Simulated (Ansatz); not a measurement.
# NF3 (nitrogen trifluoride) at B2PLYP/cc-pVTZ

Aim: the electronic atomisation energy of NF3 (nitrogen trifluoride) at B2PLYP/cc-pVTZ, from 3 runs. 

The calculation is run with Ansatz 0.2.0.

22 further runs of the same task are left out: 22 set aside as unsound or not needed.

**1. The structure to begin with**

NF3 has 4 atoms, charge 0, and is taken as a singlet. As SMILES, `FN(F)F`. Geometry: relaxed at PBE0-D4/def2-TZVP.

Bond lengths: F1–N2 1.360 Å, N2–F3 1.360 Å, N2–F4 1.360 Å. Angles: F1–N2–F3 102.1°, F1–N2–F4 102.1°, F3–N2–F4 102.1°.

**2. The energy at B2PLYP/cc-pVTZ**

Input file in.yaml:

```yaml
crystal:
  periodic: [false, false, false]
  atoms:
    - symbol: F
      position_ang: [0.614010, 0.000340, 1.066930]
    - symbol: "N"
      position_ang: [0.353420, -0.074150, -0.266250]
    - symbol: F
      position_ang: [-0.636280, -1.006490, -0.312240]
    - symbol: F
      position_ang: [-0.331150, 1.080310, -0.488440]
basis:
  gaussian: {orbitals: cc-pVTZ}
hamiltonian: {xc: {name: B2PLYP}}
correlation: {frozen_orbitals: {F: 1, "N": 1}}
accuracy: high
output: {orbitals: {seedname: orbitals}}
```

Run with:

```
$ ansatz run in.yaml --threads 1 --pin off --max-ram 3480MiB --events-out events.jsonl --progress --plain --runs-dir runs
```

The program printed:

```text
Warning: RAYON_NUM_THREADS=1 ignored (pool sized by the plan → 1); use --threads N
Functional definition: B2PLYP
  name "B2PLYP"
  parameter a = 0.53
  parameter c = 0.27
  exchange = (1 - a)*b88_x + a*exact_x
  correlation = (1 - c)*lyp_c + c*(mp2_os + mp2_ss)
2075 factors; integrals over basis functions are off by at most 3.4e-9 eV
mean field evaluation 1: about -9621.2572 eV, gradient 4.8e1 eV
mean field evaluation 2: about -9621.5376 eV, gradient 4.9e1 eV
mean field evaluation 4: about -9625.0312 eV, gradient 2.4e0 eV
mean field evaluation 8: about -9625.0661 eV, gradient 2.5e-1 eV
mean field evaluation 16: about -9625.0665 eV, gradient 5.7e-5 eV
mean field -9625.06645191 eV, -353.7146680034 hartree, gradient 7.2e-8 eV, S^2 0.000000; 0 other end points of the search recorded, 0 dependent functions left out
4 core orbitals not correlated: weight in the atoms' cores, before any rotation towards them, 1.000 or more for the frozen orbitals, at most 0.000 for the correlated occupied ones
reference -9625.06646419 eV, -353.7146684546 hartree; 13, 13 occupied and 103, 103 virtual orbitals, 2075 factors
second order -31.46502389 eV of doubles, -0.00000000 eV of singles
Total energy: -9633.56202064 eV, -354.0268743956 hartree
```

It took 5.7 s on 1 thread of Intel Xeon 6975P-C (Granite Rapids), shared host; peak memory 0.37 GiB.

**3. The F atom**

Input file job.yaml:

```yaml
crystal:
  periodic: [false, false, false]
  atoms:
    - {symbol: F, position_ang: [0.000000, 0.000000, 0.000000]}
basis:
  gaussian:
    orbitals: cc-pVTZ
magnetization:
  spin_polarized: true
  initial_magnetization: 1
hamiltonian:
  xc: {name: B2PLYP}
correlation:
  frozen_orbitals: {F: 1}
accuracy: high
```

Run the same way, it converges to -99.71214 Eh (log not shown).

**4. The N atom at the same level**

Input file job.yaml:

```yaml
basis:
  gaussian:
    orbitals: cc-pVTZ
crystal:
  periodic: [false, false, false]
  atoms:
    - {symbol: N, position_ang: [0.000000, 0.000000, 0.000000]}
magnetization:
  spin_polarized: true
  initial_magnetization: 3
hamiltonian:
  xc: {name: B2PLYP}
correlation:
  frozen_orbitals: {"N": 1}
accuracy: high
```

Run the same way, it converges to -54.56740 Eh (log not shown).

**5. What came out**

At B2PLYP/cc-pVTZ, 4 core orbitals frozen:

```
                                     quantity          value
                       molecule: total energy  -354.02687 Eh
  molecule: HOMO energy (SCF part's orbitals)      -12.01 eV
  molecule: LUMO energy (SCF part's orbitals)        3.06 eV
molecule: HOMO–LUMO gap (SCF part's orbitals)       15.07 eV
                         F atom: total energy   -99.71214 Eh
                                 F atom: ⟨S²⟩          0.752
                         N atom: total energy   -54.56740 Eh
                                 N atom: ⟨S²⟩          3.754
                electronic atomisation energy       8.790 eV
```

In words: Taking the molecule apart into free atoms costs 8.79 eV (203 kcal/mol), before zero-point energy and without spin-orbit coupling.
